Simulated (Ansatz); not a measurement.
I need a rigid scan of one bond length of ClFHOSn, SMILES [OH][Sn]([F])[Cl]. Use Ansatz 0.2.0 through its Python package. Level of theory (for the species named): r2scan0, def2-SVP basis, multiplicity 2.

```xyz
5

O    -0.2114    0.4120   -1.4460
Sn    0.4444   -0.6906   -0.0051
F     1.7519    0.3006    0.9892
Cl   -1.2390   -1.2992    1.4264
H    -0.6960    1.2034   -1.0059
```

Script `run_scan.py`:
```python
import ansatz as az
import numpy as np

geometry_ang = [
    ("O", (-0.2114, 0.412, -1.446)),
    ("Sn", (0.4444, -0.6906, -0.0051)),
    ("F", (1.7519, 0.3006, 0.9892)),
    ("Cl", (-1.239, -1.2992, 1.4264)),
    ("H", (-0.696, 1.2034, -1.0059)),
]
clfhosn = az.Crystal.molecule()
for symbol, xyz in geometry_ang:
    clfhosn = clfhosn.atom(symbol, xyz)

symbols = [site.symbol for site in clfhosn.cartesian_sites]
start = np.array([site.position_ang for site in clfhosn.cartesian_sites])
axis = (start[2] - start[1]) / np.linalg.norm(start[2] - start[1])
moving = [2]
lengths, energies = [1.63, 1.77, 1.92, 2.11, 2.4, 2.88, 3.45, 4.22], []
for length in lengths:
    xyz = start.copy()
    xyz[moving] += (length - np.linalg.norm(start[2] - start[1])) * axis
    point = az.Crystal.molecule()
    for symbol, place in zip(symbols, xyz):
        point = point.atom(symbol, place.tolist())
    calc = point.calculation().basis(gaussian="def2-SVP").functional("r2scan0").spin("collinear", total=1)
    summary = calc.run(threads=1).report
    energies.append(summary["free_energy_ev"])
    print(f"r = {length:6.3f} A  E = {energies[-1]:.5f} eV  <S^2> = {abs(summary['mean_field']['state']['spin_squared']):.3f}")

print("energy above the lowest point (eV):", [round(e - min(energies), 3) for e in energies])
```

```console
$ python run_scan.py
r =  1.630 A  E = -23123.50888 eV  <S^2> = 0.753
r =  1.770 A  E = -23125.02037 eV  <S^2> = 0.754
r =  1.920 A  E = -23125.45562 eV  <S^2> = 0.754
r =  2.110 A  E = -23125.18390 eV  <S^2> = 0.756
r =  2.400 A  E = -23124.23449 eV  <S^2> = 0.771
r =  2.880 A  E = -23123.10975 eV  <S^2> = 0.806
r =  3.450 A  E = -23122.65393 eV  <S^2> = 0.764
r =  4.220 A  E = -23122.52283 eV  <S^2> = 0.752
energy above the lowest point (eV): [1.947, 0.435, 0.0, 0.272, 1.221, 2.346, 2.802, 2.933]
```

Caveats:
- Total energies depend on the basis set; only differences at equal settings carry meaning.
- The rest of the molecule is held rigid at a force-field or estimated start geometry, and the basis set is modest; single-reference methods fail as a bond breaks.
- def2 sets replace the cores of elements past krypton by effective core potentials.
- The run takes the species as open-shell (spin multiplicity 2), which needn't be its ground state.
- The expectation value of S² is noticeably off S(S+1) in at least one run, so that state is spin-contaminated.
- Spin-orbit coupling of the heavy open-shell atom is left out.
- It ran for 6.9 min on 1 thread of Arm Neoverse N1, with other jobs on the host, peak memory 0.37 GiB.
